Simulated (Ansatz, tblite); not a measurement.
**The cluster B6Sb6: one state, many levels**

One table from this session's results is given with a row withheld; the runs are named, their logs left out.

Computed with Ansatz 0.2.0, Gaussian basis. Level: as each input shows.

The runs, in order: GFN1-xTB, GFN2-xTB, PBE-D4/def2-SVP, r2SCAN-D4/def2-SVP, MP2/def2-SVP, RPA/def2-SVP.

8 further runs of the same task are left out: 6 that didn't finish, 2 set aside as unsound or not needed. Runs told in other sessions of the task aren't counted.

**The geometry**

The singlet was relaxed beforehand with r2SCAN-D4/def2-SVP. At that level it is the lowest of the isomers that a small search found.

12 atoms, charge 0, spin multiplicity 1.

Bond lengths: B1–B2 1.724 Å, B1–B3 1.662 Å, B1–B4 1.696 Å, B1–B5 1.735 Å, B1–B6 1.875 Å, B1–Sb10 2.433 Å, B2–B5 1.797 Å, B2–Sb7 2.280 Å, B2–Sb8 2.266 Å, B3–B5 1.842 Å, B3–Sb9 2.311 Å, B3–Sb10 2.395 Å, B3–Sb12 2.322 Å, B4–B6 1.578 Å, B4–Sb7 2.362 Å, B4–Sb8 2.280 Å and more. Angles: B2–B1–B3 128.1°, B2–B1–B4 68.1°, B2–B1–B5 62.6°, B2–B1–B6 103.8°, B2–B1–Sb10 120.4°, B3–B1–B4 151.8°, B3–B1–B5 65.6°, B3–B1–B6 99.7°, B3–B1–Sb10 68.6°, B4–B1–B5 122.6°, B4–B1–B6 52.1°, B4–B1–Sb10 127.1°, B5–B1–B6 114.5°, B5–B1–Sb10 102.8° and more.

Sb takes a core potential in the def2 sets. No spin-orbit coupling is included.

PBE0-D4/def2-SVP was run before; its log isn't repeated, and its numbers join the tables.

Set-up of the first run:

Tight binding, by tblite at 300 K electronic temperature and without a spin-polarisation term:

```python
tblite.interface.Calculator('GFN1-xTB', numbers, positions, charge=0, uhf=0).singlepoint()
```

Tight binding, by tblite at 300 K electronic temperature and without a spin-polarisation term:

```python
tblite.interface.Calculator('GFN2-xTB', numbers, positions, charge=0, uhf=0).singlepoint()
```

start.molden holds the orbitals of an earlier run on this state, given as this run's starting guess.

File in.yaml:

```yaml
crystal:
  periodic: [false, false, false]
  atoms:
    - {symbol: B, position_ang: [-0.342526, 0.420807, 0.140378]}
    - {symbol: B, position_ang: [1.297901, 0.600897, 0.639074]}
    - {symbol: B, position_ang: [-1.282760, -0.949696, 0.179491]}
    - {symbol: B, position_ang: [0.437033, 1.676083, -0.692991]}
    - {symbol: B, position_ang: [0.490148, -1.003530, 0.677321]}
    - {symbol: B, position_ang: [-0.279676, 0.707600, -1.711268]}
    - {symbol: Sb, position_ang: [2.447960, 0.613015, -1.329716]}
    - {symbol: Sb, position_ang: [0.291029, 2.465414, 1.441128]}
    - {symbol: Sb, position_ang: [-0.847596, -1.887055, 2.246774]}
    - {symbol: Sb, position_ang: [-2.149642, 0.630154, 1.756408]}
    - {symbol: Sb, position_ang: [1.304025, -2.061358, -1.220242]}
    - {symbol: Sb, position_ang: [-1.365897, -1.212341, -2.126358]}
basis:
  gaussian: {orbitals: def2-SVP, initial_orbitals: start.molden}
hamiltonian: {xc: pbe, dispersion: d4}
scf: {omitted_lower_state_checks: [starts]}
output: {orbitals: {seedname: orbitals}}
```

Command:

```console
$ ansatz run in.yaml --threads 4 --pin off --events-out ev --progress --plain --max-ram 6963MiB
```

Steps of the session up to this table: PBE-D4/def2-SVP; r2SCAN-D4/def2-SVP; MP2/def2-SVP; RPA/def2-SVP.

One of the session's tables, all rows but one given; the rest of the session is left out.

It belongs to the step «Binding energy». 

| level | binding an atom (eV) |
| --- | --- |
| HF/def2-SVP | 1.855 |
| PBE-D4/def2-SVP | 3.914 |
| r2SCAN-D4/def2-SVP | 3.655 |
| PBE0-D4/def2-SVP | 3.740 |
| RPA/def2-SVP | ? |
| MP2/def2-SVP | 3.482 |

Q: Estimate the row for RPA/def2-SVP from the others.

As computed: binding an atom (eV): 3.037. In the column «binding an atom (eV)» it lies between HF/def2-SVP (1.855) and MP2/def2-SVP (3.482).

Caveats from the session: Free atoms were run apart at each level; binding is atoms less cluster, divided by the number of atoms, without zero-point or spin-orbit terms.
